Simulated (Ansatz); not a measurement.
Debugging a relaxation of cell and ions of AlGa3N4, space group P-43m (Ansatz 0.2.0, Python API).

`vcrelax.py`:
```python
# -*- coding: utf-8 -*-
"""Cell relaxation of AlGa3N4."""

from dataclasses import dataclass

import ansatz as az
from ase.data import atomic_numbers
import matplotlib.pyplot as plt
import numpy as np
import spglib


@dataclass(frozen=True)
class RunConfig:
    smearing: str = "fixed"
    mesh: tuple[int, ...] = (4, 4, 4)
    ecut: int = 650
    vdw: str = "D4"
    fmax: float = 0.05


settings = RunConfig()

def edges_and_angles(cell):
    cell = np.asarray(cell)
    a, b, c = np.linalg.norm(cell, axis=1)
    cosines = cell[1] @ cell[2] / (b * c), cell[0] @ cell[2] / (a * c), cell[0] @ cell[1] / (a * b)
    return (a, b, c, *np.degrees(np.arccos(cosines)))

crystal = (
    az.Lattice.of([4.471685, 0.0, 0.0], [0.0, 4.471685, 0.0], [0.0, 0.0, 4.471685])
    .atom("Al", [0.0, 0.0, 0.0])
    .atom("Ga", [0.5, 0.5, 0.0])
    .atom("Ga", [0.5, 0.0, 0.5])
    .atom("Ga", [0.0, 0.5, 0.5])
    .atom("N", [0.755714, 0.755714, 0.244286])
    .atom("N", [0.755714, 0.244286, 0.755714])
    .atom("N", [0.244286, 0.755714, 0.755714])
    .atom("N", [0.244286, 0.244286, 0.244286])
)

# only the volume may change
job = (
    crystal.calculation()
    .occupations(settings.smearing)  # whole-number filling, right only where there is a gap
    .kpoints(*settings.mesh)  # sampling of the Brillouin zone
    .basis(settings.ecut)  # a bare number is in eV
    .functional(az.Functional.R2SCAN, dispersion=settings.vdw)
    .relax(force_tolerance=settings.fmax, max_steps=30, fix_cell=["shape"])
    .band_table()
)
steps = []


def follow(event):
    if event["event"] != "relax_step":
        return
    row = event["data"]
    steps.append(row)
    print(f"step {row['step']:3d}  E = {row['lagrangian_ev']:.5f} eV  largest force component = {row['allowed_force_max_ev_ang']:.4f} eV/A  P = {row['pressure_gpa']:.3f} GPa")


res = job.session().plan(threads=1).execute(on_event=follow)
report = res.report

first, last = steps[0], steps[-1]
symbols = [site.symbol for site in res.lattice.sites]
print(f"energy gained {first['lagrangian_ev'] - last['lagrangian_ev']:.4f} eV in {len(steps) - 1} steps")
for label, vectors in (("before", first["cell_ang"]), ("after", res.lattice.cell_ang)):
    print(label, "a b c (A) {:.4f} {:.4f} {:.4f}  angles {:.2f} {:.2f} {:.2f}".format(*edges_and_angles(vectors)), f" V = {abs(np.linalg.det(vectors)):.3f} A^3")
print("final stress xx yy zz (GPa, compression positive):", np.round(np.diag(report["stress_gpa"]), 3) + 0.0)

change = np.array(last["positions_ang"]) @ np.linalg.inv(last["cell_ang"]) - np.array(first["positions_ang"]) @ np.linalg.inv(first["cell_ang"])
moved = np.linalg.norm(change @ np.array(last["cell_ang"]), axis=1)
print("displacement within the cell, strain taken out (A):", " ".join(f"{s}:{d:.3f}" for s, d in zip(symbols, moved)))

fig, (top, bottom) = plt.subplots(2, 1, sharex=True, figsize=(4.5, 4))
top.plot([s["lagrangian_ev"] - last["lagrangian_ev"] for s in steps], "o-")
top.set_ylabel("E - E(final) (eV)")
bottom.semilogy([max(s["allowed_force_max_ev_ang"], 1e-6) for s in steps], "s-")
bottom.set(xlabel="step", ylabel="largest force (eV/A)")
fig.tight_layout()
fig.savefig("relax.png", dpi=100)

print("relaxed fractional positions")
for site in res.lattice.sites:
    print(f"  {site.symbol:2s}", " ".join(f"{v % 1:8.5f}" for v in np.round(site.position_frac, 5)))

fractions = [site.position_frac for site in res.lattice.sites]
numbers = [atomic_numbers[s] for s in symbols]
for tolerance in (1e-3, 1e-2, 1e-1):
    print(f"space group at {tolerance} A:", spglib.get_spacegroup((res.lattice.cell_ang, fractions, numbers), symprec=tolerance))

n_atoms = len(report["lattice"]["sites"])
print("F =", round(report["free_energy_ev"], 4), "eV for", n_atoms, "atoms")
print("E(sigma -> 0) =", round(report["energy_sigma0_ev"], 4), "eV, TS =", round(report["entropy_ts_ev"], 5), "eV")
print("closed by", report["closed_by"], "after", report.n_iterations, "iterations")

edges = report.get("band_edges_ev")
if edges:
    print(f"band edges on the mesh: {edges[0]:.3f} and {edges[1]:.3f} eV, gap {edges[1] - edges[0]:.3f} eV")
else:
    print("no band edges reported (a metal, or a gap too narrow for this smearing); Fermi level", round(report["fermi_energy_ev"], 3), "eV")
```

```console
$ python vcrelax.py
step   1  E = -13458.66256 eV  largest force component = 0.0459 eV/A  P = -2.759 GPa
step   2  E = -13458.67221 eV  largest force component = 0.0140 eV/A  P = -1.099 GPa
step   3  E = -13458.67399 eV  largest force component = 0.0022 eV/A  P = 0.018 GPa
step   4  E = -13458.67375 eV  largest force component = 0.0022 eV/A  P = 0.018 GPa
energy gained 0.0112 eV in 3 steps
before a b c (A) 4.4717 4.4717 4.4717  angles 90.00 90.00 90.00  V = 89.416 A^3
after a b c (A) 4.4509 4.4509 4.4509  angles 90.00 90.00 90.00  V = 88.175 A^3
final stress xx yy zz (GPa, compression positive): [0.018 0.018 0.018]
displacement within the cell, strain taken out (A): Al:0.000 Ga:0.000 Ga:0.000 Ga:0.000 N:0.003 N:0.003 N:0.003 N:0.003
relaxed fractional positions
  Al  0.00000  0.00000  0.00000
  Ga  0.50000  0.50000  0.00000
  Ga  0.50000  0.00000  0.50000
  Ga  0.00000  0.50000  0.50000
  N   0.75531  0.75531  0.24469
  N   0.75531  0.24469  0.75531
  N   0.24469  0.75531  0.75531
  N   0.24469  0.24469  0.24469
space group at 0.001 A: P-43m (215)
space group at 0.01 A: P-43m (215)
space group at 0.1 A: P-43m (215)
F = -13458.6738 eV for 8 atoms
E(sigma -> 0) = -13458.6738 eV, TS = 0.0 eV
Traceback (most recent call last):
  File "vcrelax.py", line 97, in <module>
    print("closed by", report["closed_by"], "after", report.n_iterations, "iterations")
                                                     ^^^^^^^^^^^^^^^^^^^
AttributeError: 'dict' object has no attribute 'n_iterations'
```

Find the fault and give the corrected script.

The fault: the report is a dict and is read by key. The change:

```diff
--- before
+++ after
@@ -96,3 +96,3 @@
 print("E(sigma -> 0) =", round(report["energy_sigma0_ev"], 4), "eV, TS =", round(report["entropy_ts_ev"], 5), "eV")
-print("closed by", report["closed_by"], "after", report.n_iterations, "iterations")
+print("closed by", report["closed_by"], "after", report["n_iterations"], "iterations")
```

With that change:

```console
$ python vcrelax.py
step   1  E = -13458.66256 eV  largest force component = 0.0459 eV/A  P = -2.759 GPa
step   2  E = -13458.67221 eV  largest force component = 0.0140 eV/A  P = -1.099 GPa
step   3  E = -13458.67399 eV  largest force component = 0.0022 eV/A  P = 0.018 GPa
step   4  E = -13458.67375 eV  largest force component = 0.0022 eV/A  P = 0.018 GPa
energy gained 0.0112 eV in 3 steps
before a b c (A) 4.4717 4.4717 4.4717  angles 90.00 90.00 90.00  V = 89.416 A^3
after a b c (A) 4.4509 4.4509 4.4509  angles 90.00 90.00 90.00  V = 88.175 A^3
final stress xx yy zz (GPa, compression positive): [0.018 0.018 0.018]
displacement within the cell, strain taken out (A): Al:0.000 Ga:0.000 Ga:0.000 Ga:0.000 N:0.003 N:0.003 N:0.003 N:0.003
relaxed fractional positions
  Al  0.00000  0.00000  0.00000
  Ga  0.50000  0.50000  0.00000
  Ga  0.50000  0.00000  0.50000
  Ga  0.00000  0.50000  0.50000
  N   0.75531  0.75531  0.24469
  N   0.75531  0.24469  0.75531
  N   0.24469  0.75531  0.75531
  N   0.24469  0.24469  0.24469
space group at 0.001 A: P-43m (215)
space group at 0.01 A: P-43m (215)
space group at 0.1 A: P-43m (215)
F = -13458.6738 eV for 8 atoms
E(sigma -> 0) = -13458.6738 eV, TS = 0.0 eV
closed by deck_thresholds after 6 iterations
band edges on the mesh: 8.921 and 11.809 eV, gap 2.887 eV
```

What to keep in mind:
- Total energies depend on the potentials; only differences at equal settings carry meaning. A total without «per atom» is that of the cell as typed.
- Semilocal gaps usually lie well under measured ones.
- Under fixed occupations the level called the Fermi level is the highest filled one on the SCF mesh; off the mesh a filled band can lie a little above it.
- Energies along a relaxation are free energies. Rows at an unchanged volume are solved on a plane-wave basis chosen afresh for that cell, so the energy jumps there and such rows are no steps of the walk.
- This cell is a computed structure, which may not be the phase found in nature.
- Levels are Kohn-Sham eigenvalues on this mesh, without spin-orbit coupling.
- Finished in 46 s on 1 thread of Arm Neoverse V2, with other jobs on the host, peak memory 0.73 GiB.

(A comment or docstring line of the script was reworded after the run, the code is as it ran; lines on the test bed's own set-up are left out of the output.)
